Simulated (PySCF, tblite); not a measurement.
# C5H9NSi2− (doublet): geometry, infrared bands and EPR parameters

Aim: predict the infrared bands and EPR parameters of C5H9NSi2− (doublet) (`[N-]=[C]C#C[SiH2]CC[SiH3]`).

Computed with tblite 0.8.0 and PySCF 2.14.0, with density-fitted response routines of our own, on a single molecule in the gas phase. Atoms count from 0, in the outputs and in this text.

### Step 1. The starting structure

17 atoms, charge -1, multiplicity 2; geometry from: force field or distance geometry start.

Bonds of the start (Å): N0–C1 1.28, C1–C2 1.44, C2–C3 1.21, C3–Si4 1.83, Si4–C5 1.88, C5–C6 1.52, C6–Si7 1.87, Si4–H8 1.48, Si4–H9 1.47, C5–H10 1.13, C5–H11 1.11, C6–H12 1.11, C6–H13 1.11, Si7–H14 1.47, Si7–H15 1.46, Si7–H16 1.45.

### Step 2. Relaxing the molecule with GFN2-xTB

What the job is given:

```
{"job": {"kind": "relax", "xc": "GFN2-xTB", "basis": "xTB"}, "charge": -1, "multiplicity": 2}
N      3.285900     3.403300     0.046000
C      3.739200     2.217200    -0.079400
C      2.961900     1.021700     0.108100
C      2.278500     0.039200     0.260500
Si     1.241200    -1.450100     0.508800
C     -0.505400    -1.080800    -0.071900
C     -0.978800     0.117600     0.730000
Si    -2.721500     0.465200     0.145100
H      1.161200    -1.806000     1.940700
H      1.867500    -2.530100    -0.268100
H     -0.465400    -0.806700    -1.165700
H     -1.176200    -1.950100     0.057200
H     -0.309800     0.994600     0.594300
H     -0.988100    -0.114900     1.815000
H     -3.524900    -0.676700     0.605000
H     -2.732400     0.439600    -1.314900
H     -3.139700     1.728800     0.728900
```

Launch:

```sh
> OMP_NUM_THREADS=1 python probes_run.py task.json out
```

The driver reads the jobs from task.json and runs them one after another.

The log of the run:

```text
step      E/eV     max force
  0    -589.76431    4.991
  1    -590.01548    5.234
  2    -590.45164    2.244
  3    -590.66868    5.581
  4    -590.80282    6.888
  5    -591.00004    1.676
  6    -591.08174    0.576
  7    -591.11846    0.852
  8    -591.14282    0.634
  9    -591.17402    0.749
 10    -591.21566    1.162
 11    -591.25232    1.117
 12    -591.29043    0.795
 13    -591.30984    0.469
 14    -591.32267    0.673
 15    -591.33019    0.281
 16    -591.33470    0.268
 17    -591.34135    0.485
 18    -591.35078    0.593
 19    -591.36242    0.594
 20    -591.37217    0.294
 21    -591.37984    0.357
 22    -591.38514    0.411
 23    -591.38922    0.217
 24    -591.39285    0.250
 25    -591.39547    0.248
 26    -591.39754    0.199
 27    -591.39909    0.205
 28    -591.40045    0.093
 29    -591.40113    0.087
 30    -591.40167    0.100
 31    -591.40231    0.134
 32    -591.40318    0.119
 33    -591.40420    0.111
 34    -591.40517    0.098
 35    -591.40595    0.090
 36    -591.40661    0.086
 37    -591.40723    0.062
 38    -591.40786    0.072
 39    -591.40847    0.054
 40    -591.40903    0.059
 41    -591.40962    0.054
 42    -591.41032    0.075
 43    -591.41111    0.076
 44    -591.41189    0.105
 45    -591.41252    0.060
 46    -591.41298    0.066
 47    -591.41344    0.081
 48    -591.41406    0.120
 49    -591.41478    0.148
 50    -591.41540    0.105
 51    -591.41590    0.071
 52    -591.41629    0.062
 53    -591.41657    0.090
 54    -591.41682    0.077
 55    -591.41705    0.048
 56    -591.41726    0.034
 57    -591.41746    0.070
 58    -591.41770    0.083
 59    -591.41797    0.076
 60    -591.41819    0.045
 61    -591.41834    0.035
 62    -591.41846    0.055
 63    -591.41864    0.081
 64    -591.41891    0.094
 65    -591.41924    0.077
 66    -591.41952    0.039
 67    -591.41972    0.053
 68    -591.41992    0.062
 69    -591.42017    0.067
 70    -591.42042    0.049
 71    -591.42063    0.033
 72    -591.42079    0.052
 73    -591.42096    0.056
 74    -591.42115    0.054
 75    -591.42132    0.035
 76    -591.42147    0.041
 77    -591.42162    0.052
 78    -591.42178    0.051
 79    -591.42190    0.046
 80    -591.42199    0.021
 81    -591.42205    0.019
 82    -591.42212    0.039
 83    -591.42220    0.031
 84    -591.42229    0.029
 85    -591.42238    0.029
 86    -591.42246    0.033
 87    -591.42255    0.038
 88    -591.42261    0.021
 89    -591.42264    0.014
 90    -591.42266    0.013
 91    -591.42269    0.022
 92    -591.42272    0.026
 93    -591.42276    0.018
 94    -591.42280    0.016
 95    -591.42281    0.010
 96    -591.42283    0.011
 97    -591.42285    0.012
 98    -591.42288    0.021
 99    -591.42293    0.027
100    -591.42298    0.021
101    -591.42301    0.015
102    -591.42304    0.013
103    -591.42309    0.027
104    -591.42316    0.039
105    -591.42327    0.038
106    -591.42336    0.033
107    -591.42341    0.021
108    -591.42346    0.020
109    -591.42353    0.032
110    -591.42365    0.048
111    -591.42383    0.055
112    -591.42399    0.037
113    -591.42408    0.021
114    -591.42415    0.025
115    -591.42423    0.037
116    -591.42434    0.050
117    -591.42445    0.032
118    -591.42450    0.021
119    -591.42452    0.016
120    -591.42453    0.010
121    -591.42455    0.014
122    -591.42457    0.010
```

Run time: 1.1 s. Hardware: 1 thread of Arm Neoverse V1, shared host.

The steps of the relaxation: (not every step is listed)

```
step  energy from step 0 (eV)  largest force (eV/Å)
   0                   0.0000                4.9911
   1                  -0.2512                5.2340
   2                  -0.6873                2.2443
   3                  -0.9044                5.5806
   4                  -1.0385                6.8877
   5                  -1.2357                1.6765
   6                  -1.3174                0.5764
   7                  -1.3542                0.8515
   8                  -1.3785                0.6340
  18                  -1.5865                0.5926
  28                  -1.6361                0.0934
  38                  -1.6436                0.0717
  48                  -1.6497                0.1201
  58                  -1.6534                0.0826
  68                  -1.6556                0.0616
  78                  -1.6575                0.0509
  88                  -1.6583                0.0215
  98                  -1.6586                0.0212
 108                  -1.6591                0.0197
 117                  -1.6601                0.0324
 118                  -1.6602                0.0208
 119                  -1.6602                0.0156
 120                  -1.6602                0.0103
 121                  -1.6602                0.0136
 122                  -1.6603                0.0095
```

Distances of close pairs at the start and the end, largest changes first:

```
  bond  before (Å)  after (Å)  change (Å)
 C1–C2       1.438      1.328      -0.111
 N0–C1       1.276      1.180      -0.096
 C2–C3       1.206      1.260      +0.053
Si4–C5       1.877      1.914      +0.036
C5–H10       1.128      1.093      -0.036
Si4–H8       1.478      1.507      +0.029
C3–Si4       1.832      1.809      -0.022
Si4–H9       1.470      1.490      +0.020
```

The next job starts from the end point, and lists it.

### Step 3. Vibrational analysis with GFN2-xTB

What the job is given:

```
{"job": {"kind": "ir", "xc": "GFN2-xTB", "basis": "xTB"}, "charge": -1, "multiplicity": 2}
N      4.253840     3.303555     0.071828
C      3.632972     2.300466     0.072492
C      2.939817     1.172391     0.171882
C      2.261123     0.136230    -0.057395
Si     1.377372    -1.330582     0.527112
C     -0.439805    -1.091939    -0.023269
C     -1.077800     0.117893     0.652982
Si    -2.884194     0.383581     0.163706
H      1.205790    -1.861257     1.927157
H      1.936374    -2.510228    -0.191348
H     -0.488850    -0.966290    -1.107517
H     -1.022247    -1.989413     0.207344
H     -0.486339     1.003756     0.405490
H     -0.999596    -0.000643     1.738544
H     -3.697969    -0.789750     0.521074
H     -3.025115     0.595406    -1.281812
H     -3.492373     1.538854     0.841280
```

The log of the run:

```text
mode    cm-1     km/mol
  1      27.2      2.91
  2      54.6      0.86
  3      85.9      1.03
  4     104.6      1.83
  5     127.9      0.26
  6     151.8      0.94
  7     177.4      1.52
  8     230.9      8.95
  9     254.2      4.20
 10     282.1      4.08
 11     358.8     19.18
 12     463.3     47.90
 13     493.1     29.38
 14     496.3     23.53
 15     514.7    152.64
 16     560.3     26.19
 17     597.0      7.14
 18     678.7     76.06
 19     722.2    122.63
 20     744.1    156.29
 21     762.5     75.50
 22     799.5     95.74
 23     808.4    256.82
 24     816.0    179.46
 25     841.0     22.09
 26     885.3    318.64
 27    1066.1      3.60
 28    1076.7     54.02
 29    1129.3     14.47
 30    1199.4     22.77
 31    1280.4      1.02
 32    1314.2      3.00
 33    1485.7      0.58
 34    1519.4      5.73
 35    1822.1    626.87
 36    1957.1    126.89
 37    1992.1    545.29
 38    2174.6    516.94
 39    2187.6    393.00
 40    2194.0   1344.83
 41    2218.6    238.27
 42    2917.1     38.91
 43    2927.5    151.31
 44    2952.8     45.49
 45    2957.1     67.08
```

Run time: 0.77 s. Hardware: 1 thread of Arm Neoverse V1, shared host.

The strongest bands and the atoms that carry them (share of the mass-weighted mode):

```
cm⁻¹  km/mol                         atoms
 808   256.8  H15 42 %, H16 26 %, H14 16 %
 885   318.6              H9 52 %, H8 39 %
1822   626.9                       H8 91 %
1992   545.3                       H9 89 %
2175   516.9            H14 69 %, H16 27 %
2188   393.0            H16 66 %, H14 24 %
2194  1344.8     C1 58 %, N0 25 %, C2 14 %
2219   238.3                      H15 88 %
```

### Step 4. g tensor and hyperfine couplings: B3LYP/pcH-1

Settings changed since step 3:

```diff
@@ -1,2 +1,2 @@
-{"job": {"kind": "ir", "xc": "GFN2-xTB", "basis": "xTB"}, "charge": -1, "multiplicity": 2}
+{"job": {"kind": "epr", "basis": "pcH-1"}, "charge": -1, "multiplicity": 2}
 N      4.253840     3.303555     0.071828
```

Method: UKS B3LYP, pcH-1 on C H N Si, non-relativistic, mean-field spin-orbit, GIAO.

The log of the run:

```text
UKS, coarse grid
  cycle   1  E = -829.56406332  |g| = 4.58e-01
  cycle   2  E = -829.43833053  |g| = 6.86e-01
  cycle   3  E = -829.65896855  |g| = 1.87e-01
  cycle   4  E = -829.67212271  |g| = 8.18e-02
  cycle   5  E = -829.67523747  |g| = 2.63e-02
  cycle   6  E = -829.67553381  |g| = 1.34e-02
  cycle   7  E = -829.67564321  |g| = 2.84e-03
  cycle   8  E = -829.67565017  |g| = 1.30e-03
  cycle   9  E = -829.67565365  |g| = 6.90e-04
UKS, final grid
  cycle   1  E = -829.67566968  |g| = 8.89e-04
  cycle   2  E = -829.67566822  |g| = 1.96e-03
  cycle   3  E = -829.67567034  |g| = 4.20e-04
  cycle   4  E = -829.67567047  |g| = 1.58e-04
  cycle   5  E = -829.67567057  |g| = 1.84e-04
  cycle   6  E = -829.67567060  |g| = 4.78e-05
  cycle   7  E = -829.67567060  |g| = 1.46e-05
E = -829.67567060 Eh   <S^2> = 0.7560 (exact 0.7500)
g shifts (ppm)      1          2          3
  rmc          -160       -160       -160
  gc             34         -0         22
  oz_so      -12069        138       1738
  total      -12194        -22       1600
hyperfine (MHz)  atom isotope    a_iso     a_fc   dipolar eigenvalues
    0   14N       8.16       8.32    -14.60    -12.37     26.97
    1   13C     -19.66     -19.56     -7.93     -1.15      9.08
    2   13C      14.06      14.36    -25.55    -23.10     48.65
    3   13C      68.73      69.08    -21.96    -20.69     42.65
    4  29Si    -155.58    -155.81    -25.09      9.00     16.09
    5   13C       8.86       8.85     -0.53      0.17      0.35
    6   13C       0.53       0.53     -0.35     -0.04      0.39
    7  29Si      -2.71      -2.71     -0.26      0.12      0.14
    8    1H      87.05      87.04     -2.92     -1.62      4.54
    9    1H      -7.24      -7.23     -3.17     -1.23      4.40
   10    1H       0.64       0.64     -1.95     -0.65      2.60
   11    1H      -0.97      -0.97     -1.25     -0.34      1.59
   12    1H       0.25       0.25     -1.43     -1.12      2.55
   13    1H       0.03       0.03     -1.10     -0.63      1.73
   14    1H      -0.06      -0.06     -0.29     -0.25      0.54
   15    1H      -0.04      -0.04     -0.35     -0.31      0.66
   16    1H       0.19       0.19     -0.29     -0.25      0.55
```

It took 2.1 min on 1 thread of Arm Neoverse V1, shared host; peak memory 1.1 GiB.

Principal g values 1.99013, 2.00230, 2.00392; g(iso) = 1.99878, against 2.00232 for a free electron.

Hyperfine couplings; where a row names several nuclei, a(iso) is their mean (it holds for fast rotation or exchange) and the dipolar term the largest among them:

```
       nuclei  isotope  a(iso) (MHz)  a(iso) (G, at g = 2.0023)  largest dipolar term (MHz)
          Si4     29Si        -155.6                      -55.5                       -25.1
           C3      13C          68.7                       24.5                        42.7
       H8, H9       1H          39.9                       14.2                         4.5
           C1      13C         -19.7                       -7.0                         9.1
           C2      13C          14.1                        5.0                        48.6
           C5      13C           8.9                        3.2                        -0.5
           N0      14N           8.2                        2.9                        27.0
          Si7     29Si          -2.7                       -1.0                        -0.3
           C6      13C           0.5                        0.2                         0.4
     H10, H11       1H          -0.2                       -0.1                         2.6
     H12, H13       1H           0.1                        0.0                         2.6
H14, H15, H16       1H           0.0                        0.0                         0.7
```

Mulliken spin populations:

N0 0.30; C1 -0.04; C2 0.26; C3 0.26; Si4 0.14; C5 -0.01; C6 0.00; Si7 0.00; H8 0.07; H9 -0.01; H10 0.00; H11 0.00; H12 0.00; H13 0.00; H14 0.00; H15 0.00; H16 0.00

In first order the couplings over 0.8 MHz of 1H, 14N give 9 distinct lines over 34.3 G, if the averaged nuclei exchange fast; the same motion can average rows kept apart here too.

Orbitals, density, ELF and potential are computed afterwards from the orbital file.

ELF in a plane through or near 9 of the atoms.

Ten even steps from ' ' (0.00) to '@' (1.00):
```
                                                        
                                                        
                                                        
    ..==**++--..                    ==++==..            
    ==##@@%%++::                  --%%@@@@**            
    **%%%%--##++::          ..    --@@@@@@##            
    ==####**##**--..      %%@@==..--%%@@@@==            
    ::==++##..****====  ..@@@@%%++----::--::            
      ..--++####::##**::  @@@@######++==##@@**..        
          ..==++--%%**==  ..++::--%%::**@@@@@@**        
            ==##%%##++**....++%%**==--%%@@@@@@**        
            --++++**@@**::%%##**==..  ::@@@@@@--        
            ..::--++**++####%%##@@%%    --##==          
                ..::::--==::==**@@@@--                  
                  ..****==..  ..%%@@::                  
                  ::##%%++..      ..                    
                  ..++**--                              
                    ....                                
                                                        
                                                        
```
The map spans 15.0 Å across and 10.9 Å up, centred on the molecule. Atoms in the plane (x, y in Å): N0 (-4.9, 2.3), C1 (-4.1, 1.4), C2 (-3.1, 0.5), C3 (-2.2, -0.3), Si4 (-1.0, -1.6), C5 (0.7, -0.9), Si7 (2.7, 1.0), H11 (1.4, -1.7), H12 (0.3, 1.1).

log10 of the density (e/Å³) in the same plane.

Values, 10 rows by 14 columns:
```
-4.0 -4.0 -4.0 -4.0 -4.0 -4.0 -4.0 -4.0 -4.0 -4.0 -4.0 -4.0 -4.0 -4.0
-4.0 -3.4 -2.4 -2.6 -3.8 -4.0 -4.0 -4.0 -3.8 -3.0 -3.0 -3.9 -4.0 -4.0
-4.0 -1.7 -0.4 -0.8 -2.1 -3.4 -3.8 -3.2 -2.5 -1.4 -1.4 -2.7 -4.0 -4.0
-3.9 -1.4  0.2  0.3 -0.9 -1.9 -2.1 -1.2 -1.3 -0.3 -0.5 -2.1 -3.7 -3.9
-4.0 -2.4 -1.2 -0.1  0.3 -0.7 -1.4  0.1  0.1  1.0 -0.3 -1.5 -3.1 -3.7
-4.0 -3.7 -2.3 -1.0  0.0  0.0 -0.9 -0.3  0.0 -0.8 -0.1 -1.2 -3.0 -4.0
-4.0 -4.0 -3.7 -2.1 -1.1 -0.3  1.1 -0.1 -0.1 -1.6 -2.0 -2.4 -3.7 -4.0
-4.0 -4.0 -4.0 -3.4 -2.0 -0.8 -0.5 -1.3 -1.2 -2.2 -3.4 -4.0 -4.0 -4.0
-4.0 -4.0 -4.0 -4.0 -2.7 -1.8 -1.6 -2.4 -3.1 -3.7 -4.0 -4.0 -4.0 -4.0
-4.0 -4.0 -4.0 -4.0 -3.9 -3.2 -3.1 -3.7 -4.0 -4.0 -4.0 -4.0 -4.0 -4.0
```
The map spans 15.0 Å across and 10.9 Å up, centred on the molecule. Atoms in the plane (x, y in Å): N0 (-4.9, 2.3), C1 (-4.1, 1.4), C2 (-3.1, 0.5), C3 (-2.2, -0.3), Si4 (-1.0, -1.6), C5 (0.7, -0.9), Si7 (2.7, 1.0), H11 (1.4, -1.7), H12 (0.3, 1.1).

On the surface of density 0.002 e/bohr³ the electrostatic potential runs, from the 1st to the 99th percentile, from -5.22 V near N0 to -1.69 V near H15.

The spin density lies nearest to C2, C3 about 23 % each; N0 24 %; Si4 9 %; C1 9 %.

### Step 5. Summary of results

```
                                 quantity                    value
strongest single infrared mode (GFN2-xTB)   2194 cm⁻¹, 1345 km/mol
             zero-point energy (GFN2-xTB)            69.2 kcal/mol
                           g(iso) (B3LYP)                  1.99878
                                     ⟨S²⟩       0.756 (exact 0.75)
       largest a(iso) (averaged by class)  29Si on Si4, -155.6 MHz
```

In words: The optimisation took 122 steps and gained 1.660 eV; among the close pairs (by a distance rule), C1–C2 changed most, from 1.438 to 1.328 Å. No mode is imaginary among the 45: a minimum at this level. The strongest single mode, at 2194 cm⁻¹, moves mainly C1. GFN2-xTB is a fitted tight-binding method: band positions and strengths are rough. Its intensities can rank the bands wrongly. The largest spin populations lie on N0 (0.30 e), C3 (0.26 e), C2 (0.26 e). The isotropic g lies 3.5 ppt below the free-electron value. The records flag this anion as possibly unbound in the gas phase, so the basis may hold the extra electron. These values are for one conformer; the search (at its own cheap level) found 2 more, at 0.56, 0.83 kcal/mol, and measured spectra average over such forms.
